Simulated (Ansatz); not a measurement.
# CH6Si + GeH2: a complex and its separated parts, part 1 of 2

The complex below is one end of an elementary step. How strongly is it bound against its free parts?

Computed with Ansatz 0.2.0, Gaussian basis. Level: PBE0-D4/def2-TZVP structures, single points in def2-TZVPP, no counterpoise correction.

Levels: SPW92, PBE-D4, BLYP-D4, r2SCAN-D4, B97M-V, PBE0-D4, B3LYP-D4, r2SCAN0-D4, BHLYP-D4, CAM-B3LYP-D4, wB97X-V, wB97M-V, B2PLYP, PBE-QIDH, RPA on PBE, Hartree-Fock, MP2, CCSD, CCSD(T).

Cores are frozen in the correlated methods. Filled d shells of the heavier atoms are correlated. B3LYP uses VWN-RPA correlation. B2PLYP carries no dispersion term here.

56 further runs of the same task are left out: 56 set aside as unsound or not needed. Runs told in other sessions of the task aren't counted.

## 1. The starting structure

The complex: 11 atoms, charge 0, spin multiplicity 1.

Atoms are counted from 1 here; the program's logs count them from 0.

Bond lengths: Si1–Ge2 2.738 Å, Si1–H3 1.569 Å, Si1–H6 1.491 Å, Si1–H7 1.480 Å, Si1–C8 1.860 Å, Ge2–H3 1.843 Å, Ge2–H4 1.581 Å, Ge2–H5 1.584 Å, C8–H9 1.090 Å, C8–H10 1.093 Å, C8–H11 1.092 Å. Angles: Ge2–Si1–H3 40.2°, Ge2–Si1–H6 134.7°, Ge2–Si1–H7 91.1°, Ge2–Si1–C8 96.3°, H3–Si1–H6 94.5°, H3–Si1–H7 110.8°, H3–Si1–C8 115.2°, H6–Si1–H7 108.4°, H6–Si1–C8 109.9°, H7–Si1–C8 115.8°, Si1–Ge2–H3 33.3°, Si1–Ge2–H4 101.1°, Si1–Ge2–H5 101.3°, H3–Ge2–H4 79.3°, H3–Ge2–H5 78.2°, H4–Ge2–H5 94.7°, Si1–H3–Ge2 106.4°, Si1–C8–H9 111.2° and more.

Geometry (Å):

```mol
CH8GeSi
  3D, bonds by distance, orders not assigned

 11 11  0  0  0  0  0  0  0  0999 V2000
   -0.3084    0.4280    0.7354 Si  0  0
    1.3081    0.7168   -1.4549 Ge  0  0
   -0.3282    1.0837   -0.6898 H   0  0
    1.2152    2.2768   -1.6969 H   0  0
    0.3106    0.3443   -2.6276 H   0  0
   -1.6586    0.9340    1.1167 H   0  0
    0.6974    1.0824    1.6011 H   0  0
   -0.3023   -1.4319    0.7506 C   0  0
    0.7083   -1.8244    0.6387 H   0  0
   -0.7251   -1.7919    1.6922 H   0  0
   -0.9170   -1.8178   -0.0657 H   0  0
  1  2  8  0
  1  3  8  0
  1  6  8  0
  1  7  8  0
  1  8  8  0
  2  3  8  0
  2  4  8  0
  2  5  8  0
  8  9  8  0
  8 10  8  0
  8 11  8  0
M  END
```

Its parts: CH6Si holds atoms 1, 3, 6, 7, 8, 9, 10, 11; GeH2 holds atoms 2, 4, 5. Each part counts its atoms afresh in its own runs.

## 2. Relaxing CH6Si alone

relax-a/in.yaml

```yaml
crystal:
  periodic: [false, false, false]
  atoms:
    - {symbol: Si, position_ang: [-0.308443, 0.428043, 0.735443]}
    - {symbol: H, position_ang: [-0.328169, 1.083735, -0.689766]}
    - {symbol: H, position_ang: [-1.658577, 0.934033, 1.116701]}
    - {symbol: H, position_ang: [0.697378, 1.082413, 1.601101]}
    - {symbol: C, position_ang: [-0.302340, -1.431921, 0.750575]}
    - {symbol: H, position_ang: [0.708305, -1.824386, 0.638720]}
    - {symbol: H, position_ang: [-0.725121, -1.791941, 1.692207]}
    - {symbol: H, position_ang: [-0.916960, -1.817830, -0.065742]}
basis:
  gaussian: {orbitals: def2-TZVP}
hamiltonian: {xc: pbe0, dispersion: d4}
relax: {f_tol: 0.005, max_steps: 200}
```

Started as:

```bash
> ansatz run in.yaml --threads 4 --pin off --events-out ev --progress --plain --max-ram 9574MiB
```

Log (excerpt; [...] marks lines left out):

```text
Functional definition: PBE0
  name "PBE0"
  cite "Adamo & Barone, J. Chem. Phys. 110, 6158 (1999) doi:10.1063/1.478522"
  cite "Perdew, Burke & Ernzerhof, Phys. Rev. Lett. 77, 3865 (1996) doi:10.1103/PhysRevLett.77.3865"
  parent pbe
[...]
712 factors; their error is unknown
[...]
mean field -9008.15297196 eV, -331.0435157743 hartree, gradient 5.6e-5 eV, S^2 0.000000; 0 other end points of the search recorded, 0 dependent functions left out
[...]
reference -9008.15300048 eV, -331.0435168223 hartree; 13, 13 occupied and 91, 91 virtual orbitals, 712 factors
[...]
Atom 0 at    -0.388191     0.465468     0.708309 Å, force     0.001372     0.000401     0.001196 eV/Å
Atom 1 at    -0.085714     0.982196    -0.654041 Å, force     0.000040    -0.000291     0.000016 eV/Å
Atom 2 at    -1.741333     0.946574     1.098222 Å, force    -0.000094    -0.000343    -0.000151 eV/Å
Atom 3 at     0.602219     1.044845     1.655892 Å, force    -0.000254     0.000756    -0.000103 eV/Å
Atom 4 at    -0.316378    -1.403572     0.738104 Å, force    -0.000474    -0.000390    -0.000606 eV/Å
Atom 5 at     0.676720    -1.758232     0.453675 Å, force    -0.000049     0.000413    -0.000256 eV/Å
Atom 6 at    -0.539640    -1.784527     1.737076 Å, force    -0.000045     0.000344     0.000190 eV/Å
Atom 7 at    -1.041610    -1.830606     0.042001 Å, force    -0.000497    -0.000890    -0.000287 eV/Å
Dipole moment:     0.006559    -0.173120     0.002678 e Å
```

Run time: 5.5 s. Hardware: 4 threads of Arm Neoverse V1, shared host.

The steps of the relaxation:

```tsv
step	energy from step 1 (eV)	largest force component (eV/Å)
1	0.0000	1.3238
2	-0.1424	0.6291
3	-0.1743	0.1257
4	-0.1777	0.1209
5	-0.1783	0.0215
6	-0.1783	0.0165
7	-0.1783	0.0014
```

Distances of close pairs at the start and the end, largest changes first:

```tsv
bond	before (Å)	after (Å)	change (Å)
Si1–H2	1.569	1.488	-0.081
Si1–C5	1.860	1.871	+0.011
Si1–H4	1.480	1.488	+0.009
Si1–H3	1.491	1.488	-0.003
C5–H6	1.090	1.092	+0.002
C5–H7	1.093	1.092	-0.001
C5–H8	1.092	1.092	-0.000
```

## 3. Relaxing GeH2 alone

relax-b/in.yaml

```yaml
crystal:
  periodic: [false, false, false]
  atoms:
    - {symbol: Ge, position_ang: [1.308141, 0.716810, -1.454880]}
    - {symbol: H, position_ang: [1.215187, 2.276848, -1.696859]}
    - {symbol: H, position_ang: [0.310598, 0.344295, -2.627598]}
basis:
  gaussian: {orbitals: def2-TZVP}
hamiltonian: {xc: pbe0, dispersion: d4}
relax: {f_tol: 0.005, max_steps: 200}
```

Started as:

```bash
> ansatz run in.yaml --threads 4 --pin off --events-out ev --progress --plain --max-ram 9574MiB
```

Log (excerpt; [...] marks lines left out):

```text
[... 5 set-up lines as earlier in the session ...]
[...]
489 factors; their error is unknown
[...]
mean field -56541.86269576 eV, -2077.8751286182 hartree, gradient 2.6e-5 eV, S^2 0.000000; 0 other end points of the search recorded, 0 dependent functions left out
[...]
reference -56541.87411408 eV, -2077.8755482337 hartree; 17, 17 occupied and 43, 43 virtual orbitals, 489 factors
Total energy: -56541.89297137 eV, -2077.8762412264 hartree
Atom 0 at     1.324213     0.698140    -1.433933 Å, force    -0.000050     0.000058    -0.000065 eV/Å
Atom 1 at     1.195128     2.261239    -1.719764 Å, force    -0.000059    -0.000211    -0.000054 eV/Å
Atom 2 at     0.314585     0.378574    -2.625640 Å, force     0.000109     0.000153     0.000119 eV/Å
Dipole moment:     0.015792    -0.017246     0.020491 e Å
```

Wall time 1.2 s (4 threads of Arm Neoverse V1, shared host).

Along the way:

```tsv
step	energy from step 1 (eV)	largest force component (eV/Å)
1	0.0000	0.2839
2	0.0001	0.1911
3	-0.0114	0.0051
4	-0.0114	0.0002
```

Distances of close pairs at the start and the end, largest changes first:

```tsv
bond	before (Å)	after (Å)	change (Å)
Ge1–H2	1.581	1.594	+0.013
Ge1–H3	1.584	1.594	+0.010
```

## 4. SPW92/def2-TZVPP

parta/in.yaml

```yaml
crystal:
  periodic: [false, false, false]
  atoms:
    - {symbol: Si, position_ang: [-0.388191, 0.465468, 0.708309]}
    - {symbol: H, position_ang: [-0.085714, 0.982196, -0.654041]}
    - {symbol: H, position_ang: [-1.741333, 0.946574, 1.098222]}
    - {symbol: H, position_ang: [0.602219, 1.044845, 1.655892]}
    - {symbol: C, position_ang: [-0.316378, -1.403572, 0.738104]}
    - {symbol: H, position_ang: [0.676720, -1.758232, 0.453675]}
    - {symbol: H, position_ang: [-0.539640, -1.784527, 1.737076]}
    - {symbol: H, position_ang: [-1.041610, -1.830606, 0.042001]}
basis:
  gaussian: {orbitals: def2-TZVPP}
hamiltonian: {xc: lda}
```

partb/in.yaml

```yaml
crystal:
  periodic: [false, false, false]
  atoms:
    - {symbol: Ge, position_ang: [1.324213, 0.698140, -1.433933]}
    - {symbol: H, position_ang: [1.195128, 2.261239, -1.719764]}
    - {symbol: H, position_ang: [0.314585, 0.378574, -2.625640]}
basis:
  gaussian: {orbitals: def2-TZVPP}
hamiltonian: {xc: lda}
```

The same command starts each run, in its folder.

Started as:

```bash
> ansatz run in.yaml --threads 4 --pin off --events-out ev --progress --plain --max-ram 9574MiB
```

Log of parta (excerpt; [...] marks lines left out):

```text
Functional definition: SPW92
  name "SPW92"
  cite "Dirac, Proc. Camb. Phil. Soc. 26, 376 (1930) doi:10.1017/S0305004100016108"
  cite "Slater, Phys. Rev. 81, 385 (1951) doi:10.1103/PhysRev.81.385"
  cite "Perdew & Wang, Phys. Rev. B 45, 13244 (1992) doi:10.1103/PhysRevB.45.13244"
[...]
822 factors; their error is unknown
[...]
mean field -8969.93097715 eV, -329.6388833728 hartree, gradient 2.4e-5 eV, S^2 0.000000; 0 other end points of the search recorded, 0 dependent functions left out
reference -8969.93101336 eV, -329.6388847035 hartree; 13, 13 occupied and 144, 144 virtual orbitals, 822 factors
Total energy: -8969.93101336 eV, -329.6388847035 hartree
```

Output in partb (excerpt; [...] marks lines left out):

```text
[... 5 set-up lines as earlier in the session ...]
[...]
476 factors; their error is unknown
[...]
mean field -56462.36356482 eV, -2074.9535894427 hartree, gradient 5.1e-5 eV, S^2 0.000000; 0 other end points of the search recorded, 0 dependent functions left out
reference -56462.36358827 eV, -2074.9535903041 hartree; 17, 17 occupied and 59, 59 virtual orbitals, 476 factors
Total energy: -56462.36358827 eV, -2074.9535903041 hartree
```

Times: 0.45 s (parta), 0.2 s (partb) on 4 threads of Arm Neoverse V1, shared host.

## 5. PBE-D4/def2-TZVPP

Each input of step 4 (parta, partb) changes in the same lines:

```diff
-hamiltonian: {xc: lda}
+hamiltonian: {xc: pbe, dispersion: d4}
```

One command serves all of them, each in its own folder.

Started as:

```bash
> ansatz run in.yaml --threads 4 --pin off --events-out ev --progress --plain --max-ram 9574MiB
```

Output in parta (excerpt; [...] marks lines left out):

```text
Functional definition: PBE
  name "PBE"
[... 2 set-up lines as earlier in the session ...]
[...]
822 factors; their error is unknown
[...]
mean field -9007.20319416 eV, -331.0086120837 hartree, gradient 5.0e-5 eV, S^2 0.000000; 0 other end points of the search recorded, 0 dependent functions left out
reference -9007.20323293 eV, -331.0086135086 hartree; 13, 13 occupied and 144, 144 virtual orbitals, 822 factors
Total energy: -9007.30509282 eV, -331.0123567903 hartree
```

Log of partb (excerpt; [...] marks lines left out):

```text
[... 4 set-up lines as earlier in the session ...]
[...]
476 factors; their error is unknown
[...]
mean field -56540.42506354 eV, -2077.8222966086 hartree, gradient 7.3e-5 eV, S^2 0.000000; 0 other end points of the search recorded, 0 dependent functions left out
reference -56540.42508831 eV, -2077.8222975188 hartree; 17, 17 occupied and 59, 59 virtual orbitals, 476 factors
Total energy: -56540.44814783 eV, -2077.8231449406 hartree
```

Times: 0.75 s (parta), 0.25 s (partb) on 4 threads of Arm Neoverse V1, shared host.

## 6. BLYP-D4/def2-TZVPP

The same edit goes into each in.yaml of step 5 (parta, partb):

```diff
-hamiltonian: {xc: pbe, dispersion: d4}
+hamiltonian: {xc: {name: BLYP}, dispersion: d4}
```

The same command starts each run, in its folder.

Started as:

```bash
> ansatz run in.yaml --threads 4 --pin off --events-out ev --progress --plain --max-ram 9574MiB
```

parta printed (excerpt; [...] marks lines left out):

```text
Functional definition: BLYP
  name "BLYP"
  cite "Becke, Phys. Rev. A 38, 3098 (1988) doi:10.1103/PhysRevA.38.3098"
  cite "Lee, Yang & Parr, Phys. Rev. B 37, 785 (1988) doi:10.1103/PhysRevB.37.785"
[...]
822 factors; their error is unknown
[...]
mean field -9012.21957836 eV, -331.1929608028 hartree, gradient 8.3e-5 eV, S^2 0.000000; 0 other end points of the search recorded, 0 dependent functions left out
reference -9012.21990982 eV, -331.1929729838 hartree; 13, 13 occupied and 144, 144 virtual orbitals, 822 factors
Total energy: -9012.45099485 eV, -331.2014652022 hartree
```

partb printed (excerpt; [...] marks lines left out):

```text
[... 4 set-up lines as earlier in the session ...]
[...]
476 factors; their error is unknown
[...]
mean field -56550.78519362 eV, -2078.2030243665 hartree, gradient 8.1e-5 eV, S^2 0.000000; 0 other end points of the search recorded, 0 dependent functions left out
reference -56550.78542457 eV, -2078.2030328539 hartree; 17, 17 occupied and 59, 59 virtual orbitals, 476 factors
Total energy: -56550.83893541 eV, -2078.2049993409 hartree
```

Times: 0.75 s (parta), 0.3 s (partb) on 4 threads of Arm Neoverse V1, shared host.

## 7. r2SCAN-D4/def2-TZVPP

Each input of step 6 (parta, partb) changes in the same lines:

```diff
-hamiltonian: {xc: {name: BLYP}, dispersion: d4}
+hamiltonian: {xc: r2scan, dispersion: d4}
```

Each run has its own folder and the same command.

Started as:

```bash
> ansatz run in.yaml --threads 4 --pin off --events-out ev --progress --plain --max-ram 9574MiB
```

Output in parta (excerpt; [...] marks lines left out):

```text
Functional definition: r2SCAN
  name "r2SCAN"
  cite "Furness, Kaplan, Ning, Perdew & Sun, J. Phys. Chem. Lett. 11, 8208 (2020) doi:10.1021/acs.jpclett.0c02405"
  cite "Furness, Kaplan, Ning, Perdew & Sun, J. Phys. Chem. Lett. 11, 9248 (2020) doi:10.1021/acs.jpclett.0c03077"
  parent r2scan
[...]
822 factors; their error is unknown
[...]
mean field -9011.68685282 eV, -331.1733835005 hartree, gradient 5.1e-5 eV, S^2 0.000000; 0 other end points of the search recorded, 0 dependent functions left out
reference -9011.68686463 eV, -331.1733839345 hartree; 13, 13 occupied and 144, 144 virtual orbitals, 822 factors
Total energy: -9011.71081117 eV, -331.1742639533 hartree
```

partb printed (excerpt; [...] marks lines left out):

```text
[... 5 set-up lines as earlier in the session ...]
[...]
476 factors; their error is unknown
[...]
mean field -56548.70230401 eV, -2078.1264795851 hartree, gradient 1.5e-5 eV, S^2 0.000000; 0 other end points of the search recorded, 0 dependent functions left out
reference -56548.70231156 eV, -2078.1264798627 hartree; 17, 17 occupied and 59, 59 virtual orbitals, 476 factors
Total energy: -56548.70719858 eV, -2078.1266594573 hartree
```

Times: 1.5 s (parta), 0.65 s (partb) on 4 threads of Arm Neoverse V1, shared host.

## 8. B97M-V/def2-TZVPP

Each input of step 7 (parta, partb) changes in the same lines:

```diff
-hamiltonian: {xc: r2scan, dispersion: d4}
+hamiltonian: {xc: {name: B97M-V}}
```

One command serves all of them, each in its own folder.

Started as:

```bash
> ansatz run in.yaml --threads 4 --pin off --events-out ev --progress --plain --max-ram 9574MiB
```

Log of parta (excerpt; [...] marks lines left out):

```text
Functional definition: B97M-V
  name "B97M-V"
  cite "Mardirossian & Head-Gordon, J. Chem. Phys. 142, 074111 (2015) doi:10.1063/1.4907719"
  cite "Becke, J. Chem. Phys. 107, 8554 (1997) doi:10.1063/1.475007"
  cite "Vydrov & Van Voorhis, J. Chem. Phys. 133, 244103 (2010) doi:10.1063/1.3521275"
  # Of w^i u^j: cxij and so on, Table III.
[...]
  gx(w, u) = cx00 + cx01*u + cx02*u^2 + (cx10 + cx11*u)*w
[...]
  gos(w, u) = cos00 + cos01*u + cos03*u^3 + cos10*w + cos32*w^3*u^2
[...]
      + integral(e_c_pw_mod_opposite_spin*gos(b97_w_opposite, b97_u_opposite)) + vv10(b, c)
822 factors; their error is unknown
[...]
mean field -9011.24080057 eV, -331.1569913826 hartree, gradient 5.7e-5 eV, S^2 0.000000; 0 other end points of the search recorded, 0 dependent functions left out
reference -9011.24085859 eV, -331.1569935148 hartree; 13, 13 occupied and 144, 144 virtual orbitals, 822 factors
Total energy: -9011.24085859 eV, -331.1569935148 hartree
```

partb printed (excerpt; [...] marks lines left out):

```text
[... 5 set-up lines as earlier in the session ...]
  # Of w^i u^j: cxij and so on, Table III.
[...]
  gx(w, u) = cx00 + cx01*u + cx02*u^2 + (cx10 + cx11*u)*w
[...]
  gos(w, u) = cos00 + cos01*u + cos03*u^3 + cos10*w + cos32*w^3*u^2
[...]
      + integral(e_c_pw_mod_opposite_spin*gos(b97_w_opposite, b97_u_opposite)) + vv10(b, c)
476 factors; their error is unknown
[...]
mean field -56538.55640609 eV, -2077.7536247138 hartree, gradient 1.4e-5 eV, S^2 0.000000; 0 other end points of the search recorded, 0 dependent functions left out
reference -56538.55644444 eV, -2077.7536261233 hartree; 17, 17 occupied and 59, 59 virtual orbitals, 476 factors
Total energy: -56538.55644444 eV, -2077.7536261233 hartree
```

Wall times: 2.9 s (parta), 0.9 s (partb) on 4 threads of Arm Neoverse V1, shared host.

## 9. PBE0-D4/def2-TZVPP

The same edit goes into each in.yaml of step 8 (parta, partb):

```diff
-hamiltonian: {xc: {name: B97M-V}}
+hamiltonian: {xc: pbe0, dispersion: d4}
+output: {orbitals: {seedname: orbitals}}
```

The same command starts each run, in its folder.

Started as:

```bash
> ansatz run in.yaml --threads 4 --pin off --events-out ev --progress --plain --max-ram 9574MiB
```

Log of parta (excerpt; [...] marks lines left out):

```text
[... 5 set-up lines as earlier in the session ...]
[...]
825 factors; their error is unknown
[...]
mean field -9008.37247992 eV, -331.0515825428 hartree, gradient 4.3e-5 eV, S^2 0.000000; 0 other end points of the search recorded, 0 dependent functions left out
reference -9008.37250871 eV, -331.0515836009 hartree; 13, 13 occupied and 144, 144 virtual orbitals, 825 factors
Total energy: -9008.45681167 eV, -331.0546816774 hartree
```

partb printed (excerpt; [...] marks lines left out):

```text
[... 5 set-up lines as earlier in the session ...]
[...]
519 factors; their error is unknown
[...]
mean field -56541.88544036 eV, -2077.8759644669 hartree, gradient 2.8e-5 eV, S^2 0.000000; 0 other end points of the search recorded, 0 dependent functions left out
reference -56541.88545910 eV, -2077.8759651554 hartree; 17, 17 occupied and 59, 59 virtual orbitals, 519 factors
Total energy: -56541.90431639 eV, -2077.8766581480 hartree
```

Wall times: 0.85 s (parta), 0.3 s (partb) on 4 threads of Arm Neoverse V1, shared host.

## 10. B3LYP-D4/def2-TZVPP

The same edit goes into each in.yaml of step 9 (parta, partb):

```diff
-hamiltonian: {xc: pbe0, dispersion: d4}
-output: {orbitals: {seedname: orbitals}}
+hamiltonian: {xc: {name: B3LYP}, dispersion: d4}
```

Each run has its own folder and the same command.

Started as:

```bash
> ansatz run in.yaml --threads 4 --pin off --events-out ev --progress --plain --max-ram 9574MiB
```

Output in parta (excerpt; [...] marks lines left out):

```text
Functional definition: B3LYP
  name "B3LYP"
  cite "Stephens, Devlin, Chabalowski & Frisch, J. Phys. Chem. 98, 11623 (1994) doi:10.1021/j100096a001"
[... 2 set-up lines as earlier in the session ...]
  cite "Vosko, Wilk & Nusair, Can. J. Phys. 58, 1200 (1980) doi:10.1139/p80-159"
[...]
825 factors; their error is unknown
[...]
mean field -9014.09944607 eV, -331.2620446669 hartree, gradient 3.8e-5 eV, S^2 0.000000; 0 other end points of the search recorded, 0 dependent functions left out
reference -9014.09969083 eV, -331.2620536617 hartree; 13, 13 occupied and 144, 144 virtual orbitals, 825 factors
Total energy: -9014.26412147 eV, -331.2680963765 hartree
```

Output in partb (excerpt; [...] marks lines left out):

```text
[... 6 set-up lines as earlier in the session ...]
[...]
507 factors; their error is unknown
[...]
mean field -56550.62551376 eV, -2078.1971562401 hartree, gradient 9.6e-6 eV, S^2 0.000000; 0 other end points of the search recorded, 0 dependent functions left out
reference -56550.62568621 eV, -2078.1971625773 hartree; 17, 17 occupied and 59, 59 virtual orbitals, 507 factors
Total energy: -56550.66366031 eV, -2078.1985581000 hartree
```

Times: 0.95 s (parta), 0.3 s (partb) on 4 threads of Arm Neoverse V1, shared host.

## 11. r2SCAN0-D4/def2-TZVPP

Each input of step 10 (parta, partb) changes in the same lines:

```diff
-hamiltonian: {xc: {name: B3LYP}, dispersion: d4}
+hamiltonian: {xc: {name: r2SCAN0}, dispersion: d4}
```

Each run has its own folder and the same command.

Started as:

```bash
> ansatz run in.yaml --threads 4 --pin off --events-out ev --progress --plain --max-ram 9574MiB
```

Log of parta (excerpt; [...] marks lines left out):

```text
Functional definition: r2SCAN0
  name "r2SCAN0"
  cite "Bursch, Neugebauer, Ehlert & Grimme, J. Chem. Phys. 156, 134105 (2022) doi:10.1063/5.0086040"
[... 3 set-up lines as earlier in the session ...]
[...]
825 factors; their error is unknown
[...]
mean field -9011.54644268 eV, -331.1682235228 hartree, gradient 4.1e-5 eV, S^2 0.000000; 0 other end points of the search recorded, 0 dependent functions left out
reference -9011.54645207 eV, -331.1682238681 hartree; 13, 13 occupied and 144, 144 virtual orbitals, 825 factors
Total energy: -9011.57420655 eV, -331.1692438262 hartree
```

partb printed (excerpt; [...] marks lines left out):

```text
[... 6 set-up lines as earlier in the session ...]
[...]
519 factors; their error is unknown
[...]
mean field -56548.18197666 eV, -2078.1073579078 hartree, gradient 2.3e-5 eV, S^2 0.000000; 0 other end points of the search recorded, 0 dependent functions left out
reference -56548.18198265 eV, -2078.1073581279 hartree; 17, 17 occupied and 59, 59 virtual orbitals, 519 factors
Total energy: -56548.18779667 eV, -2078.1075717891 hartree
```

They took 1.5 s (parta), 0.7 s (partb) on 4 threads of Arm Neoverse V1, shared host.

## 12. BHLYP-D4/def2-TZVPP

Each input of step 11 (parta, partb) changes in the same lines:

```diff
-hamiltonian: {xc: {name: r2SCAN0}, dispersion: d4}
+hamiltonian: {xc: {name: BHLYP}, dispersion: d4}
```

Each run has its own folder and the same command.

Started as:

```bash
> ansatz run in.yaml --threads 4 --pin off --events-out ev --progress --plain --max-ram 9574MiB
```

Log of parta (excerpt; [...] marks lines left out):

```text
Functional definition: BHLYP
  name "BHLYP"
  cite "Becke, J. Chem. Phys. 98, 1372 (1993) doi:10.1063/1.464304"
[... 2 set-up lines as earlier in the session ...]
[...]
885 factors; their error is unknown
[...]
mean field -9012.52078826 eV, -331.2040300626 hartree, gradient 2.6e-5 eV, S^2 0.000000; 0 other end points of the search recorded, 0 dependent functions left out
reference -9012.52095286 eV, -331.2040361113 hartree; 13, 13 occupied and 144, 144 virtual orbitals, 885 factors
Total energy: -9012.63908020 eV, -331.2083772111 hartree
```

partb printed (excerpt; [...] marks lines left out):

```text
[... 5 set-up lines as earlier in the session ...]
[...]
578 factors; their error is unknown
[...]
mean field -56548.63413782 eV, -2078.1239745241 hartree, gradient 3.7e-5 eV, S^2 0.000000; 0 other end points of the search recorded, 0 dependent functions left out
reference -56548.63425544 eV, -2078.1239788464 hartree; 17, 17 occupied and 59, 59 virtual orbitals, 578 factors
Total energy: -56548.66245680 eV, -2078.1250152273 hartree
```

They took 0.8 s (parta), 0.3 s (partb) on 4 threads of Arm Neoverse V1, shared host.

(Continued in part 2 of 2.)
